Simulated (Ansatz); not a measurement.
# La3YN4: the band gap up the ladder of functionals

The task here is to estimate one member of a computed series from the others.

Code: Ansatz 0.2.0. PAW datasets, plane waves. These are computed values for a spin-unpolarised cell that may be hypothetical; none is a measurement.

### The system as given

The cell was relaxed beforehand with r2SCAN.

Space group P3m1 (No. 156), trigonal; conventional cell a = 4.115 Å, c = 11.331 Å, 20.77 Å³ an atom. Y has 4 N at 2.23–2.39 Å; La has 4 N at 2.42–2.51 Å; La has 4 N at 2.42–2.54 Å; La has 4 N at 2.41–2.48 Å; N has 1 Y at 2.23 Å and 3 La at 2.42 Å.

The structure in full:

```
CELL_PARAMETERS angstrom
4.11453 0.00000 0.00000
-2.05727 3.56329 0.00000
0.00000 0.00000 11.33146
ATOMIC_POSITIONS crystal
Y 0.33333 0.66667 0.98761
La 0.33333 0.66667 0.48727
La 0.66667 0.33333 0.22339
La 0.66667 0.33333 0.74601
N 0.33333 0.66667 0.18469
N 0.33333 0.66667 0.70920
N 0.66667 0.33333 0.44711
N 0.66667 0.33333 0.96471
```

Set-up of the first run:

input.yaml

```yaml
crystal:
  lattice:
    - [4.114534619, 0.0, 0.0]
    - [-2.0572673095, 3.5632915048, 0.0]
    - [0.0, 0.0, 11.3314556889]
  atoms:
    - { symbol: "Y", position: [0.3333333333, 0.6666666667, -0.0123862044] }
    - { symbol: La, position: [0.3333333333, 0.6666666667, 0.4872727783] }
    - { symbol: La, position: [0.6666666667, 0.3333333333, 0.2233925809] }
    - { symbol: La, position: [0.6666666667, 0.3333333333, 0.7460109172] }
    - { symbol: "N", position: [0.3333333333, 0.6666666667, 0.1846866059] }
    - { symbol: "N", position: [0.3333333333, 0.6666666667, 0.7092046305] }
    - { symbol: "N", position: [0.6666666667, 0.3333333333, 0.4471074569] }
    - { symbol: "N", position: [0.6666666667, 0.3333333333, 0.9647112349] }
kpoints:
  mp_grid: { grid: [12, 12, 2] }
  band_path:
    path:
      - [[0.0, 0.0, 0.0], [0.5, -1.505178005925e-17, -1.158229294286e-19], [0.3333333333333, 0.3333333333333, -1.424882731881e-18], [0.0, 0.0, 0.0], [-1.280452632309e-36, 2.904796540076e-36, 0.5], [0.5, -1.517914821433e-17, 0.5], [0.3333333333333, 0.3333333333333, 0.5], [-1.280452632309e-36, 2.904796540076e-36, 0.5]]
      - [[0.5, -1.517914821433e-17, 0.5], [0.5, -1.505178005925e-17, -1.158229294286e-19]]
      - [[0.3333333333333, 0.3333333333333, 0.5], [0.3333333333333, 0.3333333333333, -1.424882731881e-18]]
    npoints: 10
hamiltonian:
  xc: pbe
scf:
  occupations: { method: fermi_dirac, width: 0.02 }
  n_extra_bands: 6
output:
  forces: true
  stress: true
  eigenvalues: true
```

The run is started by

```
$ ansatz run input.yaml --threads 4 --pin off --max-ram 6451MiB --backend cpu --events-out ev --progress --plain --runs-dir out
```

Among the steps run: PBE band path; Single point with r2SCAN; HSE06 at the same geometry; Single point with PBE+SOC; PBE0 at the same geometry.

One table of the session follows, with a row left open; its other results are not shown here.

```
  level  gap (eV)
    PBE      1.28
 r2SCAN      1.62
  HSE06         ?
PBE+SOC      1.27
   PBE0      3.00
```

Q: Estimate the row for HSE06 from the others.

As computed: gap (eV): 2.31. In the column «gap (eV)» it lies between r2SCAN (1.62) and PBE0 (3.00).

Meshes: PBE 12×12×2, r2SCAN 12×12×2, HSE06 6×6×2, PBE+SOC 12×12×2, PBE0 6×6×2

What this shows: The gap runs from 1.27 eV (PBE+SOC) to 3.00 eV (PBE0). PBE reaches 56 % of the HSE06 value, and r2SCAN 70 %. PBE0 lies 0.69 eV above HSE06, which differs from it by screening the long-range exchange.

To keep in mind: Warnings in the runs' records: stress scf threshold loose, stress exchange threshold loose.
